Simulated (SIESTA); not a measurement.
Mn3Sn:

```
Sn Mn
1.0
     5.67000    0.00000    0.00000
    -2.83500    4.91036    0.00000
     0.00000    0.00000    4.53000
Sn Mn
2 6
Cartesian
  2.8350 1.6368 3.3975
  0.0000 3.2736 1.1325
  1.4147 4.0903 3.3975
  4.2497 0.8200 1.1325
  0.0000 1.6401 3.3975
  1.4203 0.8200 1.1325
  -1.4147 4.0903 3.3975
  2.8350 3.2703 1.1325
```

- Program: SIESTA 5.4.2
- Task: single point
- Functional: PBE
- Potentials or basis: PseudoDojo 0.4 standard (PBE files)
- Basis: DZP (energy shift 0.003 Ry; two zetas on semicore shells)
- Grid cutoff: 800 Ry
- Energy shift: 0.003 Ry
- k mesh: 6 × 6 × 6
- Occupations: fermi-dirac, width 0.05 eV
- Spin: collinear spin, ferromagnetic start
- Starting moments: [0.0, 0.0, 4.0, 4.0, 4.0, 4.0, 4.0, 4.0] μB

On this cell: pressure -1.5 GPa; largest force 0.492 eV/Å; net moment 19.33 μB per cell; site moments Sn -0.58; Mn +3.41 μB; band gap on the k mesh none (metal or under the smearing width).

The same run follows on a disturbed copy (atoms moved at random, drawn with an rms of 0.05 Å):

```
Sn Mn
1.0
     5.67000    0.00000    0.00000
    -2.83500    4.91036    0.00000
     0.00000    0.00000    4.53000
Sn Mn
2 6
Cartesian
  2.8429 1.5922 3.4488
  0.0047 3.2808 1.1107
  1.4769 4.0840 3.3671
  4.2513 0.8424 1.1930
  -0.0377 1.5944 3.4217
  1.3493 0.8657 1.1613
  -1.4398 4.0857 3.4007
  2.8586 3.2646 1.1879
```

**Question.** What does the disturbed cell give?

**Answer.** The energy (extrapolated to zero smearing) moves by +1.2 meV/atom; pressure -1.6 GPa; largest force 0.555 eV/Å; net moment 19.23 μB per cell; site moments Sn -0.57, -0.58; Mn +3.42, +3.37, +3.39 μB; band gap on the k mesh none (metal or under the smearing width).

Forces in eV/Å, atoms in the order of the input:
```
Sn  -0.251  0.166 -0.044
Sn   0.004  0.223  0.209
Mn   0.054  0.048  0.277
Mn   0.318 -0.374 -0.209
Mn   0.232 -0.112 -0.077
Mn  -0.037 -0.551  0.053
Mn  -0.180  0.137  0.028
Mn  -0.140  0.465 -0.237
```

Stress tensor (GPa, compression positive):
```
-1.89 -0.24  0.00
-0.24 -2.64  0.15
 0.00  0.15 -0.13
```

Caveats: short orbitals over semicore shells can move pressures by several GPa; the basis of atomic orbitals isn't converged, which shifts pressures, moduli and gaps.
